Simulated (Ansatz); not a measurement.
# FH5O2Si2: shape, modes and thermochemistry

Aim: relax FH5O2Si2 from a cheap starting geometry, check the end point by its vibrations and derive ideal-gas thermochemistry.

Method: RKS PBE0-D4/def2-TZVP; program: Ansatz 0.2.0, Gaussian basis.

The runs, in order: relaxation at PBE-D4/def2-SVP; relaxation at PBE0-D4/def2-TZVP; harmonic vibrations at the same level.

1 further run of the same task is left out (set aside as unsound or not needed).

## (1) The starting structure

SMILES `O[SiH2]O[SiH2]F`, 10 atoms, charge 0, spin multiplicity 1.

Atoms are counted from 1 here; the program's logs count them from 0.

Bond lengths: O1–Si2 1.597 Å, O1–H6 1.042 Å, Si2–O3 1.636 Å, Si2–H7 1.484 Å, Si2–H8 1.469 Å, O3–Si4 1.758 Å, Si4–F5 1.572 Å, Si4–H9 1.423 Å, Si4–H10 1.449 Å. Angles: Si2–O1–H6 115.2°, O1–Si2–O3 108.5°, O1–Si2–H7 109.1°, O1–Si2–H8 110.5°, O3–Si2–H7 109.5°, O3–Si2–H8 108.9°, H7–Si2–H8 110.4°, Si2–O3–Si4 135.5°, O3–Si4–F5 105.9°, O3–Si4–H9 108.8°, O3–Si4–H10 106.8°, F5–Si4–H9 110.1°, F5–Si4–H10 110.4°, H9–Si4–H10 114.5°.

The start is a force-field geometry with small random shifts, so a cheaper pass at PBE-D4/def2-SVP comes first.

## (2) Optimising with PBE-D4/def2-SVP (cheap first pass)

File in.yaml:

```yaml
crystal:
  periodic: [false, false, false]
  atoms:
    - {symbol: O, position_ang: [-2.447000, -0.617900, -0.489600]}
    - {symbol: Si, position_ang: [-1.018200, -0.801400, 0.199700]}
    - {symbol: O, position_ang: [-0.034200, 0.400500, -0.315100]}
    - {symbol: Si, position_ang: [1.675700, 0.776000, -0.152900]}
    - {symbol: F, position_ang: [1.936900, 0.939400, 1.389100]}
    - {symbol: H, position_ang: [-2.768800, 0.368600, -0.586200]}
    - {symbol: H, position_ang: [-0.451200, -2.113200, -0.201100]}
    - {symbol: H, position_ang: [-1.139400, -0.722400, 1.661200]}
    - {symbol: H, position_ang: [2.433900, -0.314400, -0.663400]}
    - {symbol: H, position_ang: [1.895400, 2.033700, -0.838700]}
basis:
  gaussian: {orbitals: def2-SVP}
hamiltonian: {xc: pbe, dispersion: d4}
relax: {f_tol: 0.03, max_steps: 200}
```

What it wrote, cut to the lines that bear on the results:

```text
Functional definition: PBE
  name "PBE"
  cite "Perdew, Burke & Ernzerhof, Phys. Rev. Lett. 77, 3865 (1996) doi:10.1103/PhysRevLett.77.3865"
  parent pbe
[...]
1116 factors; their error is unknown
[...]
mean field -22626.15633817 eV, -831.4959088681 hartree, gradient 4.1e-5 eV, S^2 0.000000; 0 other end points of the search recorded, 0 dependent functions left out
[...]
reference -22626.15637686 eV, -831.4959102901 hartree; 29, 29 occupied and 74, 74 virtual orbitals, 1116 factors
relax step   1: F+E_penalty+E_count = -22626.35982243 eV  Δ(F+E_penalty+E_count) = +0.000e0 eV  max|allowed force component| = 3.657e0 eV/Å  Δτ_max = 0.0000 Å  (26 SCF iters, accepted)
[...]
relax step   5: F+E_penalty+E_count = -22626.90040125 eV  Δ(F+E_penalty+E_count) = -6.905e-3 eV  max|allowed force component| = 1.028e-1 eV/Å  Δτ_max = 0.0350 Å  (29 SCF iters, accepted)
[...]
relax step   9: F+E_penalty+E_count = -22626.91554793 eV  Δ(F+E_penalty+E_count) = -3.020e-3 eV  max|allowed force component| = 2.995e-2 eV/Å  Δτ_max = 0.0720 Å  (28 SCF iters, accepted)
[...]
relax step  13: F+E_penalty+E_count = -22626.92005134 eV  Δ(F+E_penalty+E_count) = -1.351e-3 eV  max|allowed force component| = 9.865e-2 eV/Å  Δτ_max = 0.0649 Å  (27 SCF iters, accepted)
[...]
relax step  19: F+E_penalty+E_count = -22626.92279133 eV  Δ(F+E_penalty+E_count) = -8.009e-5 eV  max|allowed force component| = 8.145e-3 eV/Å  Δτ_max = 0.0325 Å  (29 SCF iters, accepted)
1116 factors; their error is unknown
[...]
mean field -22626.72159279 eV, -831.5166815922 hartree, gradient 1.6e-5 eV, S^2 0.000000; 1 other end points of the search recorded, 0 dependent functions left out
[...]
reference -22626.72163052 eV, -831.5166829790 hartree; 29, 29 occupied and 74, 74 virtual orbitals, 1116 factors
Total energy: -22626.92282907 eV, -831.5240768892 hartree
Atom 0 at    -2.146853    -0.638202    -0.895156 Å, force    -0.000276     0.008145     0.007458 eV/Å
Atom 1 at    -1.052471    -0.752179     0.361532 Å, force    -0.002101    -0.003864     0.003630 eV/Å
Atom 2 at     0.070726     0.495819     0.301366 Å, force     0.000412    -0.001966    -0.001917 eV/Å
Atom 3 at     1.639296     0.793024    -0.150798 Å, force     0.004461     0.004975    -0.003191 eV/Å
Atom 4 at     2.598272     0.702869     1.169000 Å, force    -0.001134    -0.001028    -0.005394 eV/Å
Atom 5 at    -2.771569     0.106052    -0.840113 Å, force     0.000288    -0.006911    -0.005423 eV/Å
Atom 6 at    -0.365491    -2.066956     0.164170 Å, force    -0.002911     0.001763    -0.000341 eV/Å
Atom 7 at    -1.729449    -0.634868     1.695412 Å, force     0.000128    -0.001582    -0.002774 eV/Å
Atom 8 at     2.116816    -0.245057    -1.122195 Å, force    -0.000991     0.004030     0.005936 eV/Å
Atom 9 at     1.723823     2.188398    -0.680218 Å, force     0.002123    -0.003565     0.002015 eV/Å
Dipole moment:    -0.301271     0.133717    -0.138595 e Å
```

Run time: 23 s. Hardware: 4 threads, shared host.

The steps of the relaxation: (the energy doesn't fall at every step)

```
step  energy from step 1 (eV)  largest force component (eV/Å)
   1                   0.0000                          3.6570
   2                  -0.3917                          2.0470
   3                  -0.5216                          0.2869
   4                  -0.5337                          0.4791
   5                  -0.5406                          0.1028
   6                  -0.5445                          0.3014
   7                  -0.5490                          0.0493
   8                  -0.5527                          0.0887
   9                  -0.5557                          0.0300
  10                  -0.5436                          0.4660
  11                  -0.5579                          0.1328
  12                  -0.5589                          0.1190
  13                  -0.5602                          0.0987
  14                  -0.5612                          0.1162
  15                  -0.5618                          0.1066
  16                  -0.5623                          0.0804
  17                  -0.5627                          0.0342
  18                  -0.5629                          0.0131
  19                  -0.5630                          0.0081
```

The force was under the threshold of 0.03 eV/Å already at step 9, but the program went on to step 19.

Distances of close pairs at the start and the end, largest changes first:

```
   bond  before (Å)  after (Å)  change (Å)
 O3–Si4       1.758      1.659      -0.099
 Si4–H9       1.423      1.500      +0.077
 O1–Si2       1.597      1.670      +0.073
  O1–H6       1.042      0.973      -0.069
 Si4–F5       1.572      1.634      +0.061
Si4–H10       1.449      1.495      +0.046
 Si2–O3       1.636      1.680      +0.044
 Si2–H8       1.469      1.500      +0.032
```

## (3) Optimising with PBE0-D4/def2-TZVP

File in.yaml:

```yaml
crystal:
  periodic: [false, false, false]
  atoms:
    - {symbol: O, position_ang: [-2.146853, -0.638202, -0.895156]}
    - {symbol: Si, position_ang: [-1.052471, -0.752179, 0.361532]}
    - {symbol: O, position_ang: [0.070726, 0.495819, 0.301366]}
    - {symbol: Si, position_ang: [1.639296, 0.793024, -0.150798]}
    - {symbol: F, position_ang: [2.598272, 0.702869, 1.169000]}
    - {symbol: H, position_ang: [-2.771569, 0.106052, -0.840113]}
    - {symbol: H, position_ang: [-0.365491, -2.066956, 0.164170]}
    - {symbol: H, position_ang: [-1.729449, -0.634868, 1.695412]}
    - {symbol: H, position_ang: [2.116816, -0.245057, -1.122195]}
    - {symbol: H, position_ang: [1.723823, 2.188398, -0.680218]}
basis:
  gaussian: {orbitals: def2-TZVP}
hamiltonian: {xc: pbe0, dispersion: d4}
relax: {f_tol: 0.005, max_steps: 150}
```

What it wrote, cut to the lines that bear on the results:

```text
Functional definition: PBE0
  name "PBE0"
  cite "Adamo & Barone, J. Chem. Phys. 110, 6158 (1999) doi:10.1063/1.478522"
  cite "Perdew, Burke & Ernzerhof, Phys. Rev. Lett. 77, 3865 (1996) doi:10.1103/PhysRevLett.77.3865"
  parent pbe
[...]
1214 factors; their error is unknown
[...]
mean field -22643.00036712 eV, -832.1149155146 hartree, gradient 4.2e-5 eV, S^2 0.000000; 0 other end points of the search recorded, 0 dependent functions left out
[...]
reference -22643.00040189 eV, -832.1149167926 hartree; 29, 29 occupied and 168, 168 virtual orbitals, 1214 factors
relax step   1: F+E_penalty+E_count = -22643.17118915 eV  Δ(F+E_penalty+E_count) = +0.000e0 eV  max|allowed force component| = 1.049e0 eV/Å  Δτ_max = 0.0000 Å  (25 SCF iters, accepted)
[...]
Atom 0 at    -2.158282    -0.578960    -0.845858 Å, force    -0.000602     0.001610     0.000267 eV/Å
Atom 1 at    -1.043373    -0.764696     0.335704 Å, force    -0.001588     0.001842    -0.000498 eV/Å
Atom 2 at     0.119501     0.382420     0.240233 Å, force     0.000094    -0.000615     0.000747 eV/Å
Atom 3 at     1.639972     0.777505    -0.146549 Å, force     0.000809     0.000777    -0.002397 eV/Å
Atom 4 at     2.523003     0.803687     1.179067 Å, force     0.000466    -0.000049     0.000975 eV/Å
Atom 5 at    -2.774141     0.152107    -0.783142 Å, force     0.001218    -0.001810     0.000025 eV/Å
Atom 6 at    -0.447175    -2.098841     0.111730 Å, force    -0.000456    -0.000155     0.000949 eV/Å
Atom 7 at    -1.661763    -0.627841     1.675256 Å, force     0.000281    -0.001582    -0.000561 eV/Å
Atom 8 at     2.231296    -0.236458    -1.047758 Å, force    -0.000130     0.000062     0.000493 eV/Å
Atom 9 at     1.654062     2.139977    -0.715681 Å, force    -0.000092    -0.000081    -0.000000 eV/Å
Dipole moment:    -0.286988     0.145013    -0.120120 e Å
```

Wall time 52 s (4 threads, shared host); peak memory 0.49 GiB.

Along the way:

```
step  energy from step 1 (eV)  largest force component (eV/Å)
   1                   0.0000                          1.0490
   2                  -0.0820                          0.7602
   3                  -0.1130                          0.0746
   4                  -0.1140                          0.0671
   5                  -0.1171                          0.0350
   6                  -0.1176                          0.0315
   7                  -0.1179                          0.0623
   8                  -0.1184                          0.0130
   9                  -0.1185                          0.0043
  10                  -0.1185                          0.0212
  11                  -0.1186                          0.0153
  12                  -0.1186                          0.0137
  13                  -0.1186                          0.0166
  14                  -0.1187                          0.0146
  15                  -0.1187                          0.0118
  16                  -0.1187                          0.0069
  17                  -0.1187                          0.0024
```

The force was under the threshold of 0.005 eV/Å already at step 9, but the program went on to step 17.

Distances of close pairs at the start and the end, largest changes first:

```
   bond  before (Å)  after (Å)  change (Å)
 Si2–O3       1.680      1.636      -0.044
 O3–Si4       1.659      1.618      -0.041
 Si4–F5       1.634      1.593      -0.041
 O1–Si2       1.670      1.635      -0.035
 Si4–H9       1.500      1.480      -0.020
 Si2–H8       1.500      1.482      -0.019
Si4–H10       1.495      1.477      -0.018
 Si2–H7       1.497      1.478      -0.018
```

Mulliken charges of the relaxed molecule (report file):

```
atom  value (e)
  O1      -0.52
 Si2       0.46
  O3      -0.33
 Si4       0.55
  F5      -0.31
  H6       0.33
  H7      -0.04
  H8      -0.05
  H9      -0.05
 H10      -0.04
```

## (4) Harmonic vibrations

File in.yaml:

```yaml
crystal:
  periodic: [false, false, false]
  atoms:
    - {symbol: O, position_ang: [-2.158282, -0.578960, -0.845858]}
    - {symbol: Si, position_ang: [-1.043373, -0.764696, 0.335704]}
    - {symbol: O, position_ang: [0.119501, 0.382420, 0.240233]}
    - {symbol: Si, position_ang: [1.639972, 0.777505, -0.146549]}
    - {symbol: F, position_ang: [2.523003, 0.803687, 1.179067]}
    - {symbol: H, position_ang: [-2.774141, 0.152107, -0.783142]}
    - {symbol: H, position_ang: [-0.447175, -2.098841, 0.111730]}
    - {symbol: H, position_ang: [-1.661763, -0.627841, 1.675256]}
    - {symbol: H, position_ang: [2.231296, -0.236458, -1.047758]}
    - {symbol: H, position_ang: [1.654062, 2.139977, -0.715681]}
basis:
  gaussian: {orbitals: def2-TZVP}
hamiltonian: {xc: pbe0, dispersion: d4}
phonons: {temperatures: {t_min: 298.15, t_max: 900, t_step: 200}}
```

What it wrote, cut to the lines that bear on the results:

```text
Functional definition: PBE0
  name "PBE0"
  cite "Adamo & Barone, J. Chem. Phys. 110, 6158 (1999) doi:10.1063/1.478522"
  cite "Perdew, Burke & Ernzerhof, Phys. Rev. Lett. 77, 3865 (1996) doi:10.1103/PhysRevLett.77.3865"
  parent pbe
[...]
1214 factors; their error is unknown
[...]
mean field -22643.11870579 eV, -832.1192643808 hartree, gradient 4.9e-5 eV, S^2 0.000000; 0 other end points of the search recorded, 0 dependent functions left out
[...]
reference -22643.11874019 eV, -832.1192656450 hartree; 29, 29 occupied and 168, 168 virtual orbitals, 1214 factors
[...]
1214 factors; their error is unknown
mean field -22643.11855288 eV, -832.1192587612 hartree, gradient 1.4e-6 eV, S^2 0.000000; 0 other end points of the search recorded, 0 dependent functions left out
[...]
reference -22643.11858728 eV, -832.1192600254 hartree; 29, 29 occupied and 168, 168 virtual orbitals, 1214 factors
[...]
Atom 2 at     0.119501     0.382420     0.240233 Å, force     0.000099    -0.000601     0.000736 eV/Å
Atom 3 at     1.639972     0.777505    -0.146549 Å, force     0.000806     0.000791    -0.002405 eV/Å
Atom 4 at     2.523003     0.803687     1.179067 Å, force     0.000465    -0.000056     0.000981 eV/Å
Atom 5 at    -2.774141     0.152107    -0.783142 Å, force     0.001219    -0.001811     0.000027 eV/Å
Atom 6 at    -0.447175    -2.098841     0.111730 Å, force    -0.000460    -0.000150     0.000947 eV/Å
Atom 7 at    -1.661763    -0.627841     1.675256 Å, force     0.000282    -0.001583    -0.000563 eV/Å
Atom 8 at     2.231296    -0.236458    -1.047758 Å, force    -0.000127     0.000062     0.000494 eV/Å
Atom 9 at     1.654062     2.139977    -0.715681 Å, force    -0.000092    -0.000093     0.000005 eV/Å
Dipole moment:    -0.286989     0.145013    -0.120120 e Å
Vibrations: 23.58 31.97 90.87 220.35 259.91 368.47 608.05 642.03 708.78 745.99 780.66 850.49 881.08 908.83 928.87 967.35 975.85 988.88 1140.84 2244.36 2255.89 2266.92 2275.35 3927.34 cm⁻¹, zero-point energy 1.555550 eV
```

Run time: 2.1 min. Hardware: 4 threads, shared host; peak memory 0.48 GiB.

Motions are named by where the mode's potential energy lies. The modes, unscaled (a negative number is an imaginary wavenumber):

```
mode  cm⁻¹                  motion
   1    24                 torsion
   2    32                 torsion
   3    91                    bend
   4   220       bend with torsion
   5   260       torsion with bend
   6   368                    bend
   7   608            Si–O stretch
   8   642       bend with torsion
   9   709       bend with torsion
  10   746                    bend
  11   781                    bend
  12   850  bend with Si–O stretch
  13   881            Si–F stretch
  14   909  bend with Si–O stretch
  15   929                    bend
  16   967       bend with torsion
  17   976       bend with torsion
  18   989                    bend
  19  1141            Si–O stretch
  20  2244            Si–H stretch
  21  2256            Si–H stretch
  22  2267            Si–H stretch
  23  2275            Si–H stretch
  24  3927             O–H stretch
```

Ideal gas, rigid rotor and harmonic oscillator at 298.15 K and 1 bar, with symmetry number 1:

```
                term            value
   zero-point energy     150.1 kJ/mol
          H(298) − E     172.6 kJ/mol
entropy, translation  167.7 J/(mol K)
   entropy, rotation  114.3 J/(mol K)
  entropy, vibration   95.8 J/(mol K)
      entropy, total  377.8 J/(mol K)
```

## (5) Outcome

| quantity | value |
| --- | --- |
| point group | C1 |
| steps | 19 + 17 |
| shift from the start (rms) | 0.414 Å |
| total energy | -22643.2899 eV |
| dispersion term | -171 meV |
| dipole moment | 1.65 D |
| lowest, highest wavenumber | 24, 3927 cm⁻¹ |
| zero-point energy | 150.1 kJ/mol |
| entropy at 298.15 K | 377.8 J/(mol K) |

In words: The atoms moved 0.41 Å (rms) from the start; the bond that changed most is O3–Si4, from 1.758 to 1.618 Å. No mode is imaginary: a true minimum at this level. The stiffest mode, 3927 cm⁻¹, is an O–H stretch, and 3 modes under 200 cm⁻¹ make the vibrational entropy uncertain. Harmonic hybrid wavenumbers usually lie a few per cent above measured fundamentals. The largest Mulliken charge, +0.55 e, sits on Si4.
